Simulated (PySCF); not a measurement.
**C3H12N2Si2: electronic excitations**

Wanted: the electronic excitations of C3H12N2Si2 (`C=C(C)[SiH2]N[SiH2]N`), by calculation.

Computed with PySCF 2.14.0, with density-fitted response routines of our own, on a single molecule in the gas phase. Atoms count from 0, in the outputs and in this text.

### 1 The starting structure

19 atoms, charge 0, multiplicity 1; geometry from: GFN2-xTB.

Bonds of the start (Å): C0–C1 1.33, C1–C2 1.50, C1–Si3 1.89, Si3–N4 1.72, N4–Si5 1.73, Si5–N6 1.73, C0–H7 1.08, C0–H8 1.08, C2–H9 1.09, C2–H10 1.09, C2–H11 1.09, Si3–H12 1.47, Si3–H13 1.47, N4–H14 1.01, Si5–H15 1.47, Si5–H16 1.47, N6–H17 1.01, N6–H18 1.01.

### 2 Excited states and response: CAM-B3LYP/def2-SVPD

What the job is given:

```
{"job": {"kind": "uv", "xc": "CAM-B3LYP", "basis": "def2-SVPD", "nstates": 8, "ntriplets": 3}, "charge": 0, "multiplicity": 1}
C     -1.749694     0.136317     1.646216
C     -1.866588    -0.058348     0.340320
C     -3.206053    -0.289066    -0.288246
Si    -0.408320    -0.025809    -0.859449
N      1.055594    -0.086806     0.047798
Si     2.668144     0.111485    -0.545176
N      3.634177     0.125941     0.884564
H     -0.794080     0.313581     2.111369
H     -2.602198     0.131803     2.311389
H     -3.228864    -1.263636    -0.773623
H     -3.388118     0.460422    -1.056764
H     -4.009459    -0.243598     0.445107
H     -0.526889    -1.155511    -1.798575
H     -0.401166     1.225781    -1.624667
H      1.000971    -0.588897     0.919587
H      2.648090     1.333615    -1.355655
H      3.165403    -1.023415    -1.327085
H      4.634102     0.153085     0.771449
H      3.365144     0.752308     1.627229
```

Level: TDDFT CAM-B3LYP/def2-SVPD, vertical, gas phase, core orbitals frozen in the response.

Run with:

```console
$ OMP_NUM_THREADS=1 python probes_run.py task.json out
```

The driver reads the jobs from task.json and runs them one after another.

Predict these results of the whole session: lowest singlet (CAM-B3LYP/def2-SVPD); brightest single state of those computed; lowest triplet.

The runs gave:

```
                                quantity                        value
    lowest singlet (CAM-B3LYP/def2-SVPD)  6.56 eV (189 nm), f = 0.010
brightest single state of those computed  state 5, 7.03 eV, f = 0.241
                          lowest triplet                      4.29 eV
```

In words: The lowest singlet, at 6.56 eV, is HOMO−2→LUMO+1 0.35, HOMO→LUMO+2 0.23 and is weak; of the 8 states computed, the strongest absorption comes from state 5 at 7.03 eV. The lowest triplet lies 2.27 eV below the lowest singlet (triplets in Tamm-Dancoff, singlets in full TDDFT).
